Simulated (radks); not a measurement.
# Dy⁵³⁺ in [Ne] 3s2 3p1: an all-electron calculation

What are the levels of the dysprosium ion Dy53+, how large are its shells, and how does its energy divide?

The numbers are computed with radks (a radial shooting solver on a logarithmic mesh, Libxc functionals) version 1 (scalar-relativistic Kohn-Sham, PBE, spin-polarised, spherical densities, finite nucleus; open shells are filled with parallel spins first), except any that are marked as measured or tabulated.

## 1. Starting point

```
element            : dysprosium (Z = 66)
charge             : +53
electrons          : 13
configuration      : [Ne] 3s2 3p1
nuclear rms radius : 5.2218 fm
```

Outer shells as boxes (Hund's rule):

Dy⁵³⁺
```
[Ne] core
3s [↑↓]
3p [↑ ][  ][  ]
```

## 2. Self-consistent calculation

Settings of this run:

```text
Z 66
configuration [Ne] 3s2 3p1
relativity scalar-relativistic
functional pbe,pbe
spin polarised
nucleus finite rms 5.2218 fm
c 137.035999084
```

Q: Predict the outcome of this run.

As calculated:

```
                        quantity                      value
                    total energy         -9173.3778 hartree
exchange-correlation share of it                     1.42 %
                            −T/E                     1.0995
          highest occupied level          3p up, -4872.6 eV
    most extended occupied level  3s down, <r> = 0.213 bohr
 radius at density 0.001 e/bohr³                 0.602 bohr
    maxima of the radial density                          2
         ionisation energy, NIST           5066 (theory) eV
```

**Reading.** 3 principal shells are occupied and 2 maxima appear in the radial density; where shells overlap, one shows as a shoulder or not at all. Relativity lifts −T/E to 1.099. The top level binds by 4872.6 eV, 96 % of the NIST ionisation energy of 5066 eV. Open shells are spherical and high-spin; term and fine-structure splittings are not resolved. Spin-orbit splitting is averaged out at the scalar-relativistic level.
